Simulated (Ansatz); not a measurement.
# C₂H₆ClFGe: up Jacob's ladder to CCSD(T)

One table from this session's results is given with a row withheld; the runs are named, their logs left out.

Computed with Ansatz 0.2.0, Gaussian basis. Level: functionals in def2-TZVPP, the program's frozen cores in correlated methods.

The runs, in order: PBE-D4, r2SCAN-D4, PBE0-D4, B3LYP-D4, ωB97X-V, ωB97M-V, B2PLYP; CCSD(T)/def2-TZVPP; MP2/def2-QZVPP; extrapolation to the limit.

## The relaxed structure

All runs share one geometry, relaxed beforehand with PBE0-D4 in a triple-zeta def2 set.

SMILES `C[CH2][GeH]([F])[Cl]`, 11 atoms, charge 0, spin multiplicity 1.

Atoms are counted from 1 here; the program's logs count them from 0.

Bond lengths: C1–C2 1.523 Å, C1–H6 1.092 Å, C1–H7 1.092 Å, C1–H8 1.093 Å, C2–Ge3 1.937 Å, C2–H9 1.094 Å, C2–H10 1.093 Å, Ge3–F4 1.736 Å, Ge3–Cl5 2.147 Å, Ge3–H11 1.534 Å. Angles: C2–C1–H6 110.7°, C2–C1–H7 111.4°, C2–C1–H8 111.8°, H6–C1–H7 107.7°, H6–C1–H8 107.3°, H7–C1–H8 107.7°, C1–C2–Ge3 113.2°, C1–C2–H9 111.6°, C1–C2–H10 111.5°, Ge3–C2–H9 106.8°, Ge3–C2–H10 106.3°, H9–C2–H10 107.1°, C2–Ge3–F4 108.1°, C2–Ge3–Cl5 109.6°, C2–Ge3–H11 118.6°, F4–Ge3–Cl5 105.8°, F4–Ge3–H11 106.4°, Cl5–Ge3–H11 107.7°.

The first run:

in.yaml

```yaml
crystal:
  periodic: [false, false, false]
  atoms:
    - {symbol: C, position_ang: [-0.493777, 1.367765, 0.204763]}
    - {symbol: C, position_ang: [-0.426427, -0.096314, 0.617575]}
    - {symbol: Ge, position_ang: [0.820129, -1.130842, -0.443807]}
    - {symbol: F, position_ang: [0.715651, -2.787851, 0.063278]}
    - {symbol: Cl, position_ang: [0.204093, -1.110531, -2.499936]}
    - {symbol: H, position_ang: [-1.210704, 1.911209, 0.824294]}
    - {symbol: H, position_ang: [-0.807335, 1.474622, -0.835815]}
    - {symbol: H, position_ang: [0.473306, 1.865533, 0.312863]}
    - {symbol: H, position_ang: [-0.119345, -0.206167, 1.661751]}
    - {symbol: H, position_ang: [-1.397534, -0.587069, 0.515545]}
    - {symbol: H, position_ang: [2.307244, -0.757258, -0.399909]}
basis:
  gaussian: {orbitals: def2-TZVPP}
hamiltonian: {xc: pbe, dispersion: d4}
output: {forces: true, orbitals: {seedname: orbitals}}
```

Run with:

```
> ansatz run in.yaml --threads 2 --pin off --events-out ev --progress --plain --max-ram 22528MiB --backend cpu
```

Steps of the session up to this table: PBE-D4 (GGA); r2SCAN-D4 (meta-GGA); PBE0-D4 (hybrid); B3LYP-D4 (hybrid); ωB97X-V (range-separated); ωB97M-V (range-separated); B2PLYP (double hybrid); CCSD(T) in def2-TZVPP; MP2 in def2-QZVPP.

One of the session's tables, all rows but one given; the rest of the session is left out.

| method | atomisation energy (kcal/mol) |
| --- | --- |
| PBE-D4 | 958.3 |
| r2SCAN-D4 | 949.5 |
| PBE0-D4 | 946.0 |
| B3LYP-D4 | 940.7 |
| ωB97X-V | 949.7 |
| ωB97M-V | 945.9 |
| B2PLYP | 934.8 |
| HF/def2-TZVPP | 707.7 |
| MP2/def2-TZVPP | 942.7 |
| CCSD/def2-TZVPP | 915.7 |
| CCSD(T)/def2-TZVPP | 928.5 |
| MP2/CBS | ? |
| CCSD(T)/CBS | 948.7 |

Q: Estimate the row for MP2/CBS from the others.

As computed: atomisation energy (kcal/mol): 962.9. In the column «atomisation energy (kcal/mol)» it is the highest.
